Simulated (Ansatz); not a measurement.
# SnH3F: taking an electron away

An exercise on one series of results from a longer session: the logs are not shown, and one member is left open.

Program: Ansatz 0.2.0, Gaussian basis. Level of theory: unrestricted cation, the program's frozen cores in correlated methods. These are calculated values, not measurements.

Levels to be run: UKS PBE-D4/def2-TZVPP; UKS r2SCAN-D4/def2-TZVPP; UKS PBE0-D4/def2-TZVPP; UKS B3LYP-D4/def2-TZVPP; UKS wB97X-V/def2-TZVPP; UKS wB97M-V/def2-TZVPP; UKS B2PLYP/def2-TZVPP; UHF-CCSD(T)/def2-TZVPP; UHF-MP2/def2-QZVPP; extrapolation to the limit; then −ε(HOMO) from the neutral's earlier runs with LDA (SPW92), PBE-D4, revPBE-D4, BLYP-D4, r2SCAN-D4, B97M-V, PBE0-D4, B3LYP-D4, r2SCANh-D4, r2SCAN0-D4, HSE06-D4, BHLYP-D4, CAM-B3LYP-D4, LC-ωPBE, ωB97X-V, ωB97M-V.

## Structure used throughout

The geometry comes from an earlier relaxation with PBE0-D4 in a triple-zeta def2 set; it is a stationary point. Sn takes the def2 core potential; no spin-orbit term is included.

SMILES `[F][SnH3]`, 5 atoms, charge 0, spin multiplicity 1.

Atoms are counted from 1 here; the program's logs count them from 0.

Bond lengths: F1–Sn2 1.926 Å, Sn2–H3 1.701 Å, Sn2–H4 1.701 Å, Sn2–H5 1.701 Å. Angles: F1–Sn2–H3 104.7°, F1–Sn2–H4 104.7°, F1–Sn2–H5 104.7°, H3–Sn2–H4 113.8°, H3–Sn2–H5 113.8°, H4–Sn2–H5 113.8°.

The first run:

Input file in.yaml:

```yaml
crystal:
  periodic: [false, false, false]
  atoms:
    - {symbol: F, position_ang: [-1.285011, 0.718292, 1.005022]}
    - {symbol: Sn, position_ang: [0.100384, -0.065890, -0.079026]}
    - {symbol: H, position_ang: [-0.528442, -0.054778, -1.659125]}
    - {symbol: H, position_ang: [0.318914, -1.626454, 0.560621]}
    - {symbol: H, position_ang: [1.444057, 0.955230, 0.131007]}
basis:
  gaussian: {orbitals: def2-TZVPP}
total_charge: 1
magnetization: {spin_polarized: true, initial_magnetization: 1}
hamiltonian: {xc: pbe, dispersion: d4}
```

Among the steps run: Cation, UKS PBE-D4/def2-TZVPP; Cation, UKS r2SCAN-D4/def2-TZVPP; Cation, UKS PBE0-D4/def2-TZVPP; Cation, UKS B3LYP-D4/def2-TZVPP; Cation, UKS wB97X-V/def2-TZVPP; Cation, UKS wB97M-V/def2-TZVPP; Cation, UKS B2PLYP (frozen core)/def2-TZVPP; Cation, UHF-CCSD(T)/def2-TZVPP; Cation, UHF-MP2/def2-QZVPP.

One table of the session follows, with a row left open; its other results are not shown here.

It belongs to the step «Ionisation energies side by side». For comparison, −ε(HOMO) of the neutral from earlier runs:

| functional | −ε(HOMO) (eV) |
| --- | --- |
| LDA (SPW92) | 7.99 |
| PBE-D4 | 7.88 |
| revPBE-D4 | 7.83 |
| BLYP-D4 | 7.81 |
| r2SCAN-D4 | 8.27 |
| B97M-V | 8.40 |
| PBE0-D4 | 9.37 |
| B3LYP-D4 | ? |
| r2SCANh-D4 | 8.83 |
| r2SCAN0-D4 | 9.62 |
| HSE06-D4 | 8.97 |
| BHLYP-D4 | 10.70 |
| CAM-B3LYP-D4 | 10.79 |
| LC-ωPBE | 12.12 |
| ωB97X-V | 11.79 |
| ωB97M-V | 11.62 |

**Question.** Estimate the row for B3LYP-D4.

Worked estimate for «−ε(HOMO) (eV)». Against the share of exact exchange, BLYP-D4 (0, 7.81), BHLYP-D4 (0.5, 10.70) give a slope of 5.78 per unit share; at 0.2 the line stands at 8.97.

**Answer.** −ε(HOMO) (eV): 9.17. In «−ε(HOMO) (eV)» the line misses by -0.20.
